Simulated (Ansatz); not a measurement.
# ClFH₂HfOSe: one species, many methods

One table from this session's results is given with a row withheld; the runs are named, their logs left out.

The runs use Ansatz 0.2.0, Gaussian basis; functionals in def2-TZVPP, the program's frozen cores in correlated methods.

The runs, in order: PBE-D4, r2SCAN-D4, PBE0-D4, B3LYP-D4, ωB97X-V, ωB97M-V, B2PLYP; CCSD(T)/def2-TZVPP; MP2/def2-QZVPP; extrapolation to the limit.

### The geometry

An earlier PBE0-D4 in a triple-zeta def2 set relaxation fixed the geometry. Hf takes the def2 core potential; no spin-orbit term is included.

SMILES `[OH][Hf]([F])([Cl])[SeH]`, 7 atoms, charge 0, spin multiplicity 1.

Atoms are counted from 1 here; the program's logs count them from 0.

Bond lengths: O1–Hf2 1.888 Å, O1–H6 0.953 Å, Hf2–F3 1.897 Å, Hf2–Cl4 2.349 Å, Hf2–Se5 2.577 Å, Se5–H7 1.474 Å. Angles: Hf2–O1–H6 170.4°, O1–Hf2–F3 111.9°, O1–Hf2–Cl4 111.5°, O1–Hf2–Se5 105.2°, F3–Hf2–Cl4 108.0°, F3–Hf2–Se5 109.2°, Cl4–Hf2–Se5 111.1°, Hf2–Se5–H7 88.8°.

The first run:

The input, in.yaml:

```yaml
crystal:
  periodic: [false, false, false]
  atoms:
    - {symbol: O, position_ang: [-1.722939, -0.648878, -0.295381]}
    - {symbol: Hf, position_ang: [-0.120634, 0.326122, -0.078186]}
    - {symbol: F, position_ang: [-0.284660, 1.666147, 1.254681]}
    - {symbol: Cl, position_ang: [0.528573, 1.369426, -2.079739]}
    - {symbol: Se, position_ang: [1.630293, -1.409647, 0.673281]}
    - {symbol: H, position_ang: [-2.603240, -0.998809, -0.396764]}
    - {symbol: H, position_ang: [2.572607, -0.304342, 0.922107]}
basis:
  gaussian: {orbitals: def2-TZVPP}
hamiltonian: {xc: pbe, dispersion: d4}
output: {forces: true, orbitals: {seedname: orbitals}}
```

Command:

```bash
$ ansatz run in.yaml --threads 2 --pin off --events-out ev --progress --plain --max-ram 31744MiB --backend cpu
```

Steps of the session up to this table: PBE-D4 (GGA); r2SCAN-D4 (meta-GGA); PBE0-D4 (hybrid); B3LYP-D4 (hybrid); ωB97X-V (range-separated); ωB97M-V (range-separated); B2PLYP (double hybrid).

One table of the session follows, with a row left open; its other results are not shown here.

It belongs to the step «Orbital energies across the functionals». 

| functional | HOMO (eV) | gap (eV) |
| --- | --- | --- |
| PBE-D4 | -6.25 | 4.27 |
| r2SCAN-D4 | -6.54 | 4.75 |
| PBE0-D4 | -7.39 | 6.24 |
| B3LYP-D4 | -7.14 | 5.79 |
| ωB97X-V | -9.63 | 10.63 |
| ωB97M-V | ? | ? |

Q: Estimate the row for ωB97M-V from the others.

**Answer.** HOMO (eV): -9.49; gap (eV): 10.20. In the column «HOMO (eV)» it lies between ωB97X-V (-9.63) and PBE0-D4 (-7.39).
